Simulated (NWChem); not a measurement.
**A workflow on the pair SiH2SF2···PH3**

Aim: a single-point energy (singlet SiPH5SF2, BLYP-D2/cc-pVDZ), then the energy (singlet SiH2SF2, BLYP-D2/cc-pVDZ), then the energy (singlet PH3, BLYP-D2/cc-pVDZ), then a single-point energy (singlet SiH2SF2, BLYP-D2/cc-pVDZ), then the energy (singlet PH3, BLYP-D2/cc-pVDZ) of F2H5PSSi and its partners. 

The calculation is run with NWChem 7.3.0.

## (1) The molecule

SiPH5SF2: 10 atoms, total charge 0, spin state singlet. The two molecules were placed rigidly side by side, at 1.3 times their contact distance; the pair isn't optimised.

Bond lengths: F1–Si2 1.585 Å, Si2–F3 1.585 Å, Si2–S4 2.104 Å, Si2–H5 1.470 Å, S4–H6 1.346 Å, P7–H8 1.420 Å, P7–H9 1.420 Å, P7–H10 1.420 Å. Angles: F1–Si2–F3 105.3°, F1–Si2–S4 111.3°, F3–Si2–S4 111.3°, F1–Si2–H5 109.7°, F3–Si2–H5 109.7°, S4–Si2–H5 109.4°, Si2–S4–H6 93.3°, H8–P7–H9 93.1°, H8–P7–H10 93.1°, H9–P7–H10 93.1°.

## (2) A single-point energy at BLYP-D2/cc-pVDZ (run 1)

input.nw

```
start input
title "F2H5PSSi BLYP"
memory stack 880 mb heap 220 mb global 1100 mb
charge 0
geometry units au noautosym nocenter noautoz
   F   -0.75046694  -2.82145559   1.34412440
   Si   0.76773903  -0.56361082   0.09218084
   F    0.91551562  -1.23314078  -2.82328862
   S   -1.06227175   2.91631984   0.68687765
   H    3.32982971  -0.45117211   1.15930918
   H   -3.20030788   2.15305946  -0.45924124
   P   -1.33363642  -6.59667485  -8.44514826
   H   -3.04395194  -5.30601081 -10.05991923
   H   -3.07105062  -6.64265189  -6.40123938
   H   -2.09028276  -9.01251963  -9.33356520
end
basis spherical bse
   * library cc-pVDZ
end
dft
   xc becke88 lyp
   disp vdw 2
   grid fine
   convergence energy 1e-08
   maxiter 100
   mulliken
   print low
end
task dft energy
```

On the command line:

```bash
$ nwchem input.nw > input.out
```

The log of the run:

```text
[...]
 d= 0,ls=0.0,diis     1  -1231.6968982399 -1.56D+03  1.47D-02  1.03D+00     4.8
[...]
 d= 0,ls=0.0,diis    11  -1231.8111766877 -5.42D-10  9.53D-08  2.78D-10    35.2
         Total DFT energy =    -1231.811176687719
      One electron energy =    -2366.712831344367
           Coulomb energy =      895.537880190704
    Exchange-Corr. energy =      -92.688589518039
 Nuclear repulsion energy =      332.058932909552
    Dispersion correction =       -0.006568925569
[...]
      Total Density - Mulliken Population Analysis
     ---------------------------------------------
    Atom       Charge   Shell Charges
 -----------   ------   -------------------------------------------------------
    1 F    9     9.24   2.01  0.89  1.00  3.36  1.99  0.00
    2 Si  14    13.36   2.00  2.03  0.80  0.16  6.01  1.32  0.46  0.57
    3 F    9     9.24   2.01  0.89  1.00  3.35  1.99  0.00
    4 S   16    16.16   2.00  2.04  0.96  0.82  6.01  2.40  1.89  0.05
    5 H    1     1.09   0.74  0.34  0.01
    6 H    1     0.91   0.71  0.16  0.03
    7 P   15    14.97   2.00  2.04  0.93  0.74  6.01  1.79  1.36  0.10
    8 H    1     1.01   0.73  0.27  0.02
    9 H    1     1.01   0.73  0.26  0.02
   10 H    1     1.01   0.73  0.27  0.02
[...]
```

It took 36 s on 1 thread of AMD EPYC 9R45 (Zen 5), shared host; peak memory 0.12 GiB.

## (3) SiH2SF2: a single-point energy at BLYP-D2/cc-pVDZ (run 2)

a.nw

```
start a
title "F2H2SSi"
memory stack 880 mb heap 220 mb global 1100 mb

geometry units atomic noautosym nocenter noautoz
F  -0.75046694 -2.82145559  1.34412440
Si  0.76773903 -0.56361082  0.09218084
F   0.91551562 -1.23314078 -2.82328862
S  -1.06227175  2.91631984  0.68687765
H   3.32982971 -0.45117211  1.15930918
H  -3.20030788  2.15305946 -0.45924124
end

basis spherical bse
* library cc-pVDZ
end

dft
xc becke88 lyp
disp vdw 2
grid fine
convergence energy 1e-08
maxiter 100
mulliken
print low
end

task dft energy
```

On the command line:

```bash
$ nwchem a.nw > a.out
```

The log of the run:

```text
[...]
 d= 0,ls=0.0,diis     1   -888.5853983531 -1.12D+03  2.07D-02  9.10D-01     2.5
[...]
 d= 0,ls=0.0,diis    10   -888.6857908544 -4.91D-09  4.61D-07  2.27D-09    16.9
         Total DFT energy =     -888.685790854430
      One electron energy =    -1691.995428344854
           Coulomb energy =      640.278242983619
    Exchange-Corr. energy =      -68.385676092637
 Nuclear repulsion energy =      231.421512852001
    Dispersion correction =       -0.004442252558
[...]
      Total Density - Mulliken Population Analysis
     ---------------------------------------------
    Atom       Charge   Shell Charges
 -----------   ------   -------------------------------------------------------
    1 F    9     9.24   2.01  0.89  1.00  3.36  1.99  0.00
    2 Si  14    13.36   2.00  2.03  0.80  0.16  6.01  1.32  0.46  0.57
    3 F    9     9.24   2.01  0.89  1.00  3.36  1.99  0.00
    4 S   16    16.16   2.00  2.04  0.96  0.82  6.01  2.40  1.89  0.05
    5 H    1     1.09   0.74  0.34  0.01
    6 H    1     0.91   0.71  0.16  0.03
[...]
```

Wall time 17 s (1 thread of AMD EPYC 9R45 (Zen 5), shared host); peak memory 0.12 GiB.

## (4) PH3: a single-point energy at BLYP-D2/cc-pVDZ (run 3)

h3p.nw

```
start h3p
title "H3P BLYP"
memory total 2200 mb

geometry units angstroms noautosym nocenter noautoz
  P    -0.705730   -3.490810   -4.468980
  H    -1.610790   -2.807820   -5.323480
  H    -1.625130   -3.515140   -3.387390
  H    -1.106130   -4.769220   -4.939110
end

basis spherical bse
  * library cc-pVDZ
end

dft
  xc becke88 lyp
  disp vdw 2
  grid fine
  convergence energy 1e-08
  maxiter 100
  mulliken
  noprint "final vectors analysis"
end

task dft energy
```

On the command line:

```bash
$ nwchem h3p.nw > h3p.out
```

The log of the run:

```text
[...]
          Wavefunction type:  closed shell.
          No. of atoms     :     4
          No. of electrons :    18
[...]
          Charge           :     0
          Spin multiplicity:     1
[...]
          AO basis - number of functions:    33
[...]
              XC Information
              --------------
                    Becke 1988 Exchange Functional  1.000
              Lee-Yang-Parr Correlation Functional  1.000
[...]
 d= 0,ls=0.0,diis     1   -343.1114734395 -3.61D+02  1.08D-02  1.16D-01     0.4
[...]
 d= 0,ls=0.0,diis     7   -343.1249078604 -1.88D-09  1.35D-07  1.18D-11     1.7
         Total DFT energy =     -343.124907860375
      One electron energy =     -508.451923130067
           Coulomb energy =      172.089435470096
    Exchange-Corr. energy =      -24.303415138951
 Nuclear repulsion energy =       17.542618723584
    Dispersion correction =       -0.001623785037
[...]
      Total Density - Mulliken Population Analysis
     ---------------------------------------------
    Atom       Charge   Shell Charges
 -----------   ------   -------------------------------------------------------
    1 P   15    14.97   2.00  2.04  0.93  0.74  6.01  1.79  1.37  0.10
    2 H    1     1.01   0.73  0.26  0.02
    3 H    1     1.01   0.73  0.26  0.02
    4 H    1     1.01   0.73  0.26  0.02
[...]
```

It took 2.2 s on 1 thread of AMD EPYC 9R45 (Zen 5), shared host; peak memory 0.11 GiB.

## (5) SiH2SF2 among ghost functions: the energy at BLYP-D2/cc-pVDZ (with ghost functions) (run 4)

nw.nw

```
start nw
memory stack 880 mb heap 220 mb global 1100 mb
charge 0

geometry units angstroms noautosym nocenter noautoz
 F       -0.397130      -1.493050       0.711280
 Si       0.406270      -0.298250       0.048780
 F        0.484470      -0.652550      -1.494020
 S       -0.562130       1.543250       0.363480
 H        1.762070      -0.238750       0.613480
 H       -1.693530       1.139350      -0.243020
 bqP     -0.705730    -3.490810    -4.468980
 bqH     -1.610790    -2.807820    -5.323480
 bqH     -1.625130    -3.515140    -3.387390
 bqH     -1.106130    -4.769220    -4.939110
end

basis spherical bse
 F library cc-pVDZ
 Si library cc-pVDZ
 S library cc-pVDZ
 H library cc-pVDZ
 bqP library P cc-pVDZ
 bqH library H cc-pVDZ
end

dft
 xc becke88 lyp
 mult 1
 disp vdw 2
 grid fine
 convergence energy 1e-08
 maxiter 100
 mulliken
 print low
end

task dft energy
```

On the command line:

```bash
$ nwchem nw.nw > nw.out
```

The log of the run:

```text
[...]
 d= 0,ls=0.0,diis     1   -888.5855755526 -1.12D+03  1.43D-02  9.10D-01     3.9
[...]
 d= 0,ls=0.0,diis    10   -888.6859806923 -4.93D-09  3.24D-07  2.31D-09    29.0
         Total DFT energy =     -888.685980692336
      One electron energy =    -1691.989712237054
           Coulomb energy =      640.271930064196
    Exchange-Corr. energy =      -68.385285651409
 Nuclear repulsion energy =      231.421529384360
    Dispersion correction =       -0.004442252429
[...]
      Total Density - Mulliken Population Analysis
     ---------------------------------------------
    Atom       Charge   Shell Charges
 -----------   ------   -------------------------------------------------------
    1 F    9     9.24   2.01  0.89  1.00  3.36  1.99  0.00
    2 Si  14    13.36   2.00  2.03  0.80  0.16  6.01  1.32  0.46  0.57
    3 F    9     9.24   2.01  0.89  1.00  3.36  1.99  0.00
    4 S   16    16.16   2.00  2.04  0.96  0.82  6.01  2.40  1.89  0.05
    5 H    1     1.09   0.74  0.34  0.01
    6 H    1     0.91   0.71  0.16  0.03
    7 X    0     0.00   0.00  0.00  0.00 -0.00  0.00 -0.00  0.00 -0.00
    8 X    0     0.00   0.00  0.00 -0.00
    9 X    0     0.00  -0.00  0.00 -0.00
   10 X    0     0.00  -0.00  0.00 -0.00
[...]
```

It took 30 s on 1 thread of AMD EPYC 9R45 (Zen 5), shared host; peak memory 0.12 GiB.

## (6) PH3 among ghost functions: a single-point energy at BLYP-D2/cc-pVDZ (with ghost functions) (run 5)

sp.nw

```
start sp
title "H3P BLYP"
memory total 2200 mb

geometry units atomic noautosym nocenter noautoz
   P  -1.33363642 -6.59667485 -8.44514826
   H  -3.04395194 -5.30601081 -10.05991923
   H  -3.07105062 -6.64265189 -6.40123938
   H  -2.09028276 -9.01251963 -9.33356520
   bqF     -0.750467    -2.821456     1.344124
   bqSi     0.767739    -0.563611     0.092181
   bqF      0.915516    -1.233141    -2.823289
   bqS     -1.062272     2.916320     0.686878
   bqH      3.329830    -0.451172     1.159309
   bqH     -3.200308     2.153059    -0.459241
end

basis "ao basis" spherical bse
   P library cc-pVDZ
   H library cc-pVDZ
   bqF library F cc-pVDZ
   bqSi library Si cc-pVDZ
   bqS library S cc-pVDZ
   bqH library H cc-pVDZ
end

dft
   xc becke88 lyp
   disp vdw 2
   grid fine
   convergence energy 1e-08
   maxiter 100
   mulliken
   print low
end

task dft energy
```

On the command line:

```bash
$ nwchem sp.nw > sp.out
```

The log of the run:

```text
[...]
 d= 0,ls=0.0,diis     1   -343.1115193391 -3.61D+02  3.33D-03  1.16D-01     2.8
[...]
 d= 0,ls=0.0,diis     7   -343.1249569308 -1.92D-09  5.76D-08  1.77D-11    16.4
         Total DFT energy =     -343.124956930829
      One electron energy =     -508.450078983364
           Coulomb energy =      172.087373044417
    Exchange-Corr. energy =      -24.303244676361
 Nuclear repulsion energy =       17.542617469672
    Dispersion correction =       -0.001623785194
[...]
      Total Density - Mulliken Population Analysis
     ---------------------------------------------
    Atom       Charge   Shell Charges
 -----------   ------   -------------------------------------------------------
    1 P   15    14.97   2.00  2.04  0.93  0.74  6.01  1.79  1.37  0.10
    2 H    1     1.01   0.73  0.26  0.02
    3 H    1     1.01   0.73  0.26  0.02
    4 H    1     1.01   0.73  0.26  0.02
    5 X    0    -0.00   0.00  0.00 -0.00  0.00 -0.00 -0.00
    6 X    0     0.00  -0.00 -0.00 -0.00  0.00  0.00 -0.00  0.00  0.00
    7 X    0     0.00   0.00  0.00 -0.00 -0.00  0.00  0.00
    8 X    0    -0.00  -0.00 -0.00 -0.00 -0.00  0.00 -0.00 -0.00 -0.00
    9 X    0     0.00   0.00  0.00 -0.00
   10 X    0     0.00   0.00  0.00 -0.00
[...]
```

It took 17 s on 1 thread of AMD EPYC 9R45 (Zen 5), shared host; peak memory 0.12 GiB.

## (7) What came out

| quantity | value |
| --- | --- |
| run 1, BLYP-D2/cc-pVDZ: total energy | -1231.81118 Eh |
| run 1, BLYP-D2/cc-pVDZ: dispersion energy | -17.25 kJ/mol |
| SiH2SF2: total energy | -888.68579 Eh |
| SiH2SF2: dispersion energy | -11.66 kJ/mol |
| PH3: total energy | -343.12491 Eh |
| PH3: dipole moment | 0.71 D |
| PH3: dispersion energy | -4.26 kJ/mol |
| SiH2SF2 among ghost functions: total energy | -888.68598 Eh |
| SiH2SF2 among ghost functions: dispersion energy | -11.66 kJ/mol |
| PH3 among ghost functions: total energy | -343.12496 Eh |
| PH3 among ghost functions: dispersion energy | -4.26 kJ/mol |
| interaction energy of the rigid parts SiH2SF2 and PH3 (parts in their own basis; closest atoms 4.03 Å apart) | -0.013 eV |
| interaction energy of the rigid parts SiH2SF2 and PH3 (parts in the whole basis, counterpoise; closest atoms 4.03 Å apart) | -0.007 eV |

In words: The interaction energy of the rigid parts SiH2SF2 and PH3 (parts in their own basis; closest atoms 4.03 Å apart) is −0.01 eV (−1.3 kJ/mol). Without counterpoise this holds the superposition error of the basis. The interaction energy of the rigid parts SiH2SF2 and PH3 (parts in the whole basis, counterpoise; closest atoms 4.03 Å apart) is −0.01 eV (−0.2 kcal/mol). The basis-set superposition error is 0.6 kJ/mol. Mulliken charges (SiH2SF2) run from -0.24 on F1 to +0.64 on Si2; they depend strongly on the basis.
